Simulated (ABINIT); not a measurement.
Runs of ABINIT 10.8.3 (patched build) on AlO2. Symmetry: Cmcm, No. 63, orthorhombic system. Conventional cell: a = 2.976 Å, b = 10.806 Å, c = 3.647 Å, α = 90.00°, β = 90.00°, γ = 90.00°. Al (site symmetry m2m) has 6 O at 1.87 to 2.02 Å as nearest neighbours. O (site symmetry m2m) has 2 Al at 1.88 Å as nearest neighbours. O (site symmetry m2m) is surrounded by 4 Al at 1.87 to 2.02 Å. The cell comes from a database or a generator and needn't be the stable form of this composition.

| level | potentials or basis | k mesh | cutoff (eV) | fine-grid cutoff | mesh quality | gap on the mesh (eV) | pressure (GPa) | largest force (eV/Å) |
| --- | --- | --- | --- | --- | --- | --- | --- | --- |
| PBEsol | PseudoDojo NC SR PBEsol v0.4.1 standard | 9 × 9 × 7 | 1143 | - | not flagged | none | -6.5 | 0.60 |
| TB-mBJ | JTH PAW LDA v2.0 | 6 × 6 × 5 | 762 | 1360.57 eV | coarse | none | - | - |
| LDA | JTH PAW LDA v2.0 | 9 × 9 × 7 | 626 | 1224.51 eV | not flagged | none | -12.2 | (b) |
| r2SCAN | JTH PAW PBE v2.0 | 9 × 9 × 7 | 762 | 1360.57 eV | not flagged | none | -7.8 | (a) |

Alike in all rows: task band structure; no spin polarisation; cell as given; smearing fermi-dirac 0.05 eV.

Task: Fill in the values left out.

Result: (a) 0.80; (b) 0.44.

Caveats: some runs use coarse meshes; the PAW data sets were made with another functional, which shifts forces and pressure a little (some runs); the constant c of TB-mBJ comes from the pseudo density here, which moves gaps by up to 0.3 eV between sets of potentials (some runs).

A gap of «none» marks a metal or a gap under the smearing width.

Runs at the PBE level aren't shown here.
